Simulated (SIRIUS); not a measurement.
Runs of SIRIUS 7.12.0 on HfIn4SiO6. Symmetry: C2, No. 5, monoclinic system. The conventional cell has a = 5.432 Å, b = 9.407 Å, c = 7.636 Å, α = 90.00°, β = 104.07°, γ = 90.00°. Hf (site symmetry 2) has 6 O at 2.13 to 2.14 Å as nearest neighbours. Around In (site symmetry 2) lie 2 O at 2.73 Å and 4 In at 3.12 Å. In (site symmetry 2) is surrounded by 6 O at 2.23 Å. Around In (site symmetry 2) lie 2 O at 2.73 Å and 3 In at 3.07 to 3.12 Å. In (site symmetry 2) is surrounded by 2 O at 2.73 Å and 3 In at 3.07 to 3.12 Å. Si (site symmetry 2) has 6 O at 1.85 Å as nearest neighbours. O (site symmetry 1) has 1 Si at 1.85 Å as nearest neighbours. Around O (site symmetry 1) lie 1 Si at 1.85 Å. The cell was built by a generator and needn't be a form met in nature.

```csv
level,U,cell,k mesh,libxc names,form of the Hubbard term,hubbard projectors,start of the occupations,mesh quality,gap on the mesh (eV),pressure (GPa),largest force (eV/Å)
LDA+U,Hf d U = 8 eV,as given,3 × 3 × 2,"["XC_LDA_X", "XC_LDA_C_PW"]",simplified (Dudarev),orthogonalised atomic orbitals,the program's own,coarse,none,-4.8,0.41
LDA+U,Hf d U = 2 eV,as given,3 × 3 × 2,"["XC_LDA_X", "XC_LDA_C_PW"]",simplified (Dudarev),orthogonalised atomic orbitals,the program's own,coarse,none,-6.5,0.38
LDA+U,Hf d U = 4 eV,as given,3 × 3 × 2,"["XC_LDA_X", "XC_LDA_C_PW"]",simplified (Dudarev),orthogonalised atomic orbitals,the program's own,coarse,none,-6.0,0.36
PBE,-,"atoms moved at random, drawn with an rms of 0.05 Å",6 × 6 × 4,"["XC_GGA_X_PBE", "XC_GGA_C_PBE"]",-,-,-,not flagged,none,-0.8,1.34
LDA+U,Hf d U = 6 eV,as given,3 × 3 × 2,"["XC_LDA_X", "XC_LDA_C_PW"]",simplified (Dudarev),orthogonalised atomic orbitals,the program's own,coarse,none,-5.4,0.36
PBE,-,as given,6 × 6 × 4,"["XC_GGA_X_PBE", "XC_GGA_C_PBE"]",-,-,-,not flagged,none,(a),0.10
LDA,-,as given,3 × 3 × 2,"["XC_LDA_X", "XC_LDA_C_PW"]",-,-,-,coarse,none,-6.9,(b)
```

Alike in all rows: task single point; potentials or basis PseudoDojo 0.4.1 PBE standard (scalar relativistic); no spin polarisation; cutoff (eV) 1152; smearing fermi-dirac 0.05 eV.

Problem. Fill in the values left out.

Solution. (a) -0.4; (b) 0.42.

Caveats: some runs use coarse meshes; the potentials were made for another functional, which shifts forces and pressure (some runs); U without spin polarisation on a metal has little footing (some runs).

A k mesh can miss the band edges, and the runs leave out spin-orbit coupling on Hf, In.

A gap of «none» marks a metal or a gap under the smearing width.
